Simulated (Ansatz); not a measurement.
FK: a ladder of basis sets, run with Ansatz's Python interface.

Contents of `fk.xyz`:
```text
2

K     0.00000    0.00000    0.00000
F     0.00000    0.00000    2.56000
```

The script, `fk.py`:
```python
"""How the energy of FK converges with the basis."""

import warnings

import ansatz

FUNCTIONAL = "HF"

warnings.simplefilter("ignore", ansatz.DeckWarning)

fk = ansatz.Crystal.molecule_from_extxyz("fk.xyz")

job = fk.calculation().functional(FUNCTIONAL)

energies = {}
for basis in ["STO-3G", "6-31G", "6-31G*", "def2-SVP", "def2-SVPD", "def2-TZVP", "def2-TZVPP"]:
    summary = job.basis(gaussian=basis).run(threads=1).report
    size = summary["n_frozen"] + summary["n_occupied"][0] + summary["n_virtual"][0]
    energies[basis] = (summary["reference_energy_ev"] / 27.211386246, summary["free_energy_ev"] / 27.211386246)
    print(f"{basis:14s} {size:4d} orbitals  reference {energies[basis][0]:14.6f} Ha  total {energies[basis][1]:14.6f} Ha")

last = energies["def2-TZVPP"][1]
for basis, (_, total) in energies.items():
    print(f"{basis:14s} lies {27.211386 * (total - last):9.4f} eV above def2-TZVPP")
```

How far does the total energy move along this ladder of basis sets?

Against STO-3G: 6-31G -7536.8 mHa, 6-31G* -7548.9 mHa, def2-SVP -7424.6 mHa, def2-SVPD -7453.8 mHa, def2-TZVP -7640.8 mHa and def2-TZVPP -7640.8 mHa. The last step alone is +0.00 mHa (these two sets differ little on atoms other than hydrogen).

What the script printed:

Output of `python fk.py`:
```text
STO-3G           18 orbitals  reference    -691.021496 Ha  total    -691.021496 Ha
6-31G            38 orbitals  reference    -698.558273 Ha  total    -698.558273 Ha
6-31G*           50 orbitals  reference    -698.570376 Ha  total    -698.570376 Ha
def2-SVP         38 orbitals  reference    -698.446066 Ha  total    -698.446066 Ha
def2-SVPD        50 orbitals  reference    -698.475330 Ha  total    -698.475330 Ha
def2-TZVP        64 orbitals  reference    -698.662311 Ha  total    -698.662311 Ha
def2-TZVPP       64 orbitals  reference    -698.662311 Ha  total    -698.662311 Ha
STO-3G         lies  207.9172 eV above def2-TZVPP
6-31G          lies    2.8310 eV above def2-TZVPP
6-31G*         lies    2.5017 eV above def2-TZVPP
def2-SVP       lies    5.8843 eV above def2-TZVPP
def2-SVPD      lies    5.0880 eV above def2-TZVPP
def2-TZVP      lies    0.0000 eV above def2-TZVPP
def2-TZVPP     lies    0.0000 eV above def2-TZVPP
```

Reading the output:
- The drop along the ladder measures the basis error, and is no property of the molecule.
- The geometry is a force-field or estimated start, not a minimum of this method, and the last set is no limit. Much of the fall in a total is atomic energy, which cancels in bond and reaction energies.
- Totals across families of basis sets mostly measure their core functions.
- Hardware and time: 1.6 s on 1 thread of AMD EPYC 7R43 64-Core Processor (Zen 3) (shared host), peak memory 0.15 GiB.
